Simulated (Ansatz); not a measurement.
**CH₅BOSi: small, medium and large basis sets**

The task here is to estimate one member of a computed series from the others.

Computed with Ansatz 0.2.0, Gaussian basis. Level: one geometry, several basis sets.

The runs, in order: PBE0-D4/def2-SVP; ωB97M-V/def2-SVP; PBE0-D4/def2-QZVPP; ωB97M-V/def2-QZVPP; the functionals' def2-TZVPP values are taken from earlier runs.

### Structure used throughout

The geometry comes from an earlier relaxation with PBE0-D4 in a triple-zeta def2 set; it is a stationary point, not always the lowest conformer.

9 atoms, charge 0, spin multiplicity 1.

Atoms are counted from 1 here; the program's logs count them from 0.

Bond lengths: O1–C2 1.335 Å, O1–H5 0.963 Å, C2–B3 1.482 Å, C2–H6 1.093 Å, B3–Si4 1.871 Å, B3–H7 1.191 Å, Si4–H8 1.489 Å, Si4–H9 1.489 Å. Angles: C2–O1–H5 111.1°, O1–C2–B3 123.7°, O1–C2–H6 113.6°, B3–C2–H6 122.8°, C2–B3–Si4 104.9°, C2–B3–H7 125.7°, Si4–B3–H7 129.4°, B3–Si4–H8 130.9°, B3–Si4–H9 120.7°, H8–Si4–H9 108.3°.

Set-up of the first run:

in.yaml reads:

```yaml
crystal:
  periodic: [false, false, false]
  atoms:
    - {symbol: O, position_ang: [0.091994, 1.563061, -1.610778]}
    - {symbol: C, position_ang: [-0.108514, 0.726138, -0.590537]}
    - {symbol: B, position_ang: [0.751232, -0.447361, -0.310052]}
    - {symbol: Si, position_ang: [0.001104, -1.242141, 1.208284]}
    - {symbol: H, position_ang: [-0.573027, 2.259205, -1.622849]}
    - {symbol: H, position_ang: [-0.972953, 0.986518, 0.025290]}
    - {symbol: H, position_ang: [1.703569, -0.778113, -0.944680]}
    - {symbol: H, position_ang: [0.402520, -2.454431, 1.973480]}
    - {symbol: H, position_ang: [-1.207324, -0.659075, 1.854542]}
basis:
  gaussian: {orbitals: def2-SVP}
hamiltonian: {xc: pbe0, dispersion: d4}
output: {orbitals: {seedname: orbitals}}
```

The run is started by

```
ansatz run in.yaml --threads 2 --pin off --events-out ev --progress --plain --max-ram 4352MiB
```

Among the steps run: PBE0-D4 in def2-SVP; ωB97M-V in def2-SVP; PBE0-D4 in def2-QZVPP; ωB97M-V in def2-QZVPP.

One table of the session follows, with a row left open; its other results are not shown here.

It belongs to the step «Density functionals: the series». 

```
functional       basis  HOMO (eV)  LUMO (eV)
   PBE0-D4    def2-SVP          ?          ?
   PBE0-D4  def2-TZVPP      -6.13      -2.38
   PBE0-D4  def2-QZVPP      -6.15      -2.41
   ωB97M-V    def2-SVP      -7.86      -0.41
   ωB97M-V  def2-TZVPP      -7.99      -0.56
   ωB97M-V  def2-QZVPP      -8.02      -0.61
```

**Question.** Estimate the row for PBE0-D4, def2-SVP.

The run gave: HOMO (eV): -6.04; LUMO (eV): -2.29. In the column «HOMO (eV)» it is the highest.
